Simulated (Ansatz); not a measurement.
# CH5AlNO: the cost of one run

Method: the settings change from run to run; program: Ansatz 0.2.0, Gaussian basis.

## Step 1: The relaxed structure

The structure was relaxed beforehand with PBE0-D4 in a triple-zeta def2 set.

SMILES `C[O][Al][NH2]`, 9 atoms, charge 0, spin multiplicity 2.

Atoms are counted from 1 here; the program's logs count them from 0.

Bond lengths: C1–O2 1.393 Å, C1–H5 1.096 Å, C1–H6 1.097 Å, C1–H7 1.096 Å, O2–Al3 1.692 Å, Al3–N4 1.770 Å, N4–H8 1.008 Å, N4–H9 1.006 Å. Angles: O2–C1–H5 110.2°, O2–C1–H6 112.7°, O2–C1–H7 110.3°, H5–C1–H6 107.8°, H5–C1–H7 107.8°, H6–C1–H7 107.9°, C1–O2–Al3 138.7°, O2–Al3–N4 116.1°, Al3–N4–H8 124.3°, Al3–N4–H9 124.7°, H8–N4–H9 111.0°.

## Step 2: r2SCANh/6-31++G**

This run has D4 dispersion, the search for lower states set to full.

The input, in.yaml:

```yaml
crystal:
  periodic: [false, false, false]
  atoms:
    - {symbol: C, position_ang: [0.951791, 1.431975, -0.768092]}
    - {symbol: O, position_ang: [0.148939, 0.385546, -0.319357]}
    - {symbol: Al, position_ang: [0.117632, -0.743240, 0.940242]}
    - {symbol: N, position_ang: [-1.253175, -1.862825, 0.947129]}
    - {symbol: H, position_ang: [1.286788, 1.238623, -1.793062]}
    - {symbol: H, position_ang: [1.842982, 1.579287, -0.145224]}
    - {symbol: H, position_ang: [0.385552, 2.369882, -0.771574]}
    - {symbol: H, position_ang: [-1.991673, -1.860897, 0.260338]}
    - {symbol: H, position_ang: [-1.400437, -2.584551, 1.632499]}
basis:
  gaussian: {orbitals: "6-31++G**"}
magnetization: {spin_polarized: true, initial_magnetization: 1}
hamiltonian: {xc: {name: r2SCANh}, dispersion: d4}
scf: {lower_state_search: full}
output: {forces: true}
```

On the command line:

```console
ansatz run in.yaml --threads 4 --pin off --events-out ev --progress --plain --max-ram 10444MiB
```

**Question.** How long does this run take on 4 threads of Arm Neoverse V2, shared host, and how much memory does it need?

About 7 s, with a peak of 0.44 GiB.
